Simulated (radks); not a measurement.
# Zr²⁺ in [Kr] 4d2: an all-electron calculation

An exercise on one series of results from a longer session: the logs are not shown, and one member is left open.

The numbers are computed with radks (a radial shooting solver on a logarithmic mesh, Libxc functionals) version 1 (Dirac Kohn-Sham, PBE, spin-unpolarised, spherical densities, point nucleus; open shells fill j = l - 1/2 first), except any that are marked as measured or tabulated.

### The system

```
element       : zirconium (Z = 40)
charge        : +2
electrons     : 38
configuration : [Kr] 4d2
```

Set-up of the first run:

Settings of this run:

```text
Z 40
configuration [Kr] 4d2
relativity Dirac
functional pbe,pbe
spin unpolarised
j_filling energy
nucleus point
c 137.035999084
```

The run is started by

```bash
python run_ks.py task.json out
```

All runs below come from this command, one after another.

Steps of the session up to this table: Self-consistent calculation.

One of the session's tables, all rows but one given; the rest of the session is left out.

It belongs to the step «Shells». Radial moments (bohr):

```
level      <r>  outermost maximum (interpolated)  90 % within  nodes
1s1/2  0.03706                            0.0241       0.0664      0
2s1/2   0.1623                             0.137        0.251      1
2p1/2   0.1387                             0.107        0.227      0
2p3/2   0.1430                             0.111        0.233      0
3s1/2        ?                                 ?            ?      ?
3p1/2   0.4549                             0.396        0.690      1
3p3/2   0.4654                             0.405        0.705      1
3d3/2   0.4504                             0.346        0.725      0
3d5/2   0.4540                             0.349        0.730      0
4s1/2    1.213                              1.08         1.77      3
4p1/2    1.344                              1.16         2.00      2
4p3/2    1.374                              1.19         2.04      2
4d3/2    2.002                              1.56         3.16      1
4d5/2    2.017                              1.57         3.19      1
```

Q: Estimate the row for 3s1/2 from the others.

The run gave: <r>: 0.4582; outermost maximum (interpolated): 0.408; 90 % within: 0.679; nodes: 2. In the column «<r>» it lies between 3p1/2 (0.4549) and 3p3/2 (0.4654).

Caveats from the session: Spin polarisation and multiplet splitting are left out.
